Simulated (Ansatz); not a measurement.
# ScHg: one contact scaled

An exercise on one series of results from a longer session: the logs are not shown, and one member is left open.

Computed with Ansatz 0.2.0 (DFT PBEsol, with the methods named in each step, unless a step's input says otherwise).

1 further run of the same task is left out (it didn't finish). Runs told in other sessions of the task aren't counted.

### The starting structure

It takes space group Pm-3m (No. 221, cubic). Conventional cell: a = 3.480 Å, b = 3.480 Å, c = 3.480 Å, α = 90.00°, β = 90.00°, γ = 90.00°. Around Sc (site symmetry m-3m) lie 8 Hg at 3.01 Å. Hg (site symmetry m-3m) has 8 Sc at 3.01 Å in its first shell of neighbours.

As a file:

```cif
data_structure
_symmetry_space_group_name_H-M 'P 1'
_symmetry_Int_Tables_number 1
_cell_length_a 3.4800
_cell_length_b 3.4800
_cell_length_c 3.4800
_cell_angle_alpha 90.000
_cell_angle_beta 90.000
_cell_angle_gamma 90.000
_cell_volume 42.14
loop_
_atom_site_label
_atom_site_type_symbol
_atom_site_fract_x
_atom_site_fract_y
_atom_site_fract_z
_atom_site_occupancy
Sc1 Sc 0.50000 0.50000 0.50000 1
Hg1 Hg 0.00000 0.00000 0.00000 1
```

Atoms are numbered in the order of the input: Sc1, Hg2.

The first run:

Contents of input.yaml:

```yaml
crystal:
  lattice:
    - [3.48, 0.0, 0.0]
    - [0.0, 3.48, 0.0]
    - [0.0, 0.0, 3.48]
  atoms:
    - { symbol: Sc, position: [0.5, 0.5, 0.5] }
    - { symbol: Hg, position: [0.0, 0.0, 0.0] }
kpoints:
  mp_grid: { grid: [9, 9, 9] }
scf:
  occupations: { method: fermi_dirac, width: 0.05 }
hamiltonian:
  xc: pbesol
  pseudopotentials: { kind: all_electron, lapw: { basis_error: 0.001 } }
output:
  forces: true
  stress: true
  eigenvalues: true
  populations: true
```

Launch:

```sh
ansatz run input.yaml --threads 1 --pin off --max-ram 2048MiB --backend cpu --events-out ev --progress --plain --runs-dir out
```

Among the steps run: The bond as given, LAPW; Shortest bond scaled by 1, crystal datasets; Shortest bond scaled by 0.94, LAPW; Shortest bond scaled by 0.82, LAPW; Shortest bond scaled by 0.64, LAPW; Shortest bond scaled by 0.64, crystal datasets; Shortest bond scaled by 0.58, LAPW.

One table of the session follows, with a row left open; its other results are not shown here.

| method | length (Å) | force along the bond (eV/Å) | pressure (GPa) | largest force (eV/Å) |
| --- | --- | --- | --- | --- |
| LAPW | 1.748 | 34.566 | 77.76 | 34.566 |
| LAPW | 1.929 | 18.495 | 45.28 | 18.495 |
| LAPW | 2.471 | 2.676 | 6.64 | 2.676 |
| LAPW | 2.833 | 0.505 | -0.13 | 0.505 |
| LAPW | 3.014 | 0.000 | -0.89 | 0.000 |
| PAW | 1.748 | 34.739 | 78.01 | 34.739 |
| PAW | 1.929 | 18.490 | 45.22 | 18.490 |
| PAW | 2.471 | 2.677 | 6.63 | 2.677 |
| PAW | 2.833 | 0.504 | -0.14 | 0.504 |
| PAW | 3.014 | 0.000 | -0.89 | 0.000 |
| PAW (source ansatz) | 1.748 | 34.681 | 78.01 | 34.682 |
| crystal datasets | 1.929 | 18.496 | 45.28 | 18.496 |
| crystal datasets | 3.014 | ? | ? | ? |

**Question.** Estimate the row for crystal datasets, 3.014.

**Answer.** force along the bond (eV/Å): 0.000; pressure (GPa): -0.88; largest force (eV/Å): 0.000.

Caveats from the session: Warnings in the runs' records: crystal datasets made, gradients without spin orbit.
